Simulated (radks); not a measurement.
# Nuclear size and the levels of Rb³⁺

Aim: how the total energy, the levels and the density at the nucleus of Rb³⁺ respond when the nuclear radius is scaled.

Method: Dirac Kohn-Sham, exchange-only LDA, spin-unpolarised, spherical densities, finite nucleus; open shells fill j = l - 1/2 first. Code: radks (a radial shooting solver on a logarithmic mesh, Libxc functionals) version 1.

## Step 1: What is computed

```
element            : rubidium (Z = 37)
charge             : +3
electrons          : 34
configuration      : [Ar] 3d10 4s2 4p4
nuclear rms radius : 4.2036 fm
```

## Step 2: rms radius 4.2036 fm

Settings of this run:

```text
Z 37
configuration [Ar] 3d10 4s2 4p4 5s0 4d0
relativity Dirac
functional lda,
spin unpolarised
j_filling energy
nucleus finite rms 4.2036 fm
c 137.035999084
```

## Step 3: rms radius 3.7412 fm

Input: that of step 2 with these lines changed.

```diff
@@ -6,3 +6,3 @@
 j_filling energy
-nucleus finite rms 4.2036 fm
+nucleus finite rms 3.7412 fm
 c 137.035999084
```

## Step 4: rms radius 3.8379 fm

Input: that of step 3 with these lines changed.

```diff
@@ -6,3 +6,3 @@
 j_filling energy
-nucleus finite rms 3.7412 fm
+nucleus finite rms 3.8379 fm
 c 137.035999084
```

## Step 5: rms radius 4.5063 fm

Input: that of step 4 with these lines changed.

```diff
@@ -6,3 +6,3 @@
 j_filling energy
-nucleus finite rms 3.8379 fm
+nucleus finite rms 4.5063 fm
 c 137.035999084
```

## Step 6: rms radius 4.6324 fm

Input: that of step 5 with these lines changed.

```diff
@@ -6,3 +6,3 @@
 j_filling energy
-nucleus finite rms 4.5063 fm
+nucleus finite rms 4.6324 fm
 c 137.035999084
```

**Question.** What will these runs give? Wanted: for each run, rms radius; total energy shift; density at nucleus; 1s1/2 shift; 2s1/2 shift; 3s1/2 shift; 3p1/2 shift; 4s1/2 shift.

**Answer**, as computed:

```csv
rms radius (fm),total energy shift (eV),density at nucleus (e/bohr³),1s1/2 shift (meV),2s1/2 shift (meV),3s1/2 shift (meV),3p1/2 shift (meV),4s1/2 shift (meV)
3.7412,-0.149,5.523e+04,-63.4,-6.47,-1.04,0.103,-0.140
3.8379,-0.119,5.511e+04,-50.7,-5.18,-0.833,0.0822,-0.112
4.2036,0,5.469e+04,0,0,0,0,0
4.5063,0.106,5.437e+04,45.1,4.61,0.742,-0.0732,0.100
4.6324,0.153,5.425e+04,64.8,6.62,1.06,-0.105,0.144
```

In words: Shifts are against the first run. Over the range the 1s1/2 level moves by 0.128 eV and the 4s1/2 level by 0.284 meV. A larger nucleus binds the 1s electrons less and lowers the density at its centre. These are shifts of eigenvalues, not the field shifts of spectral lines.
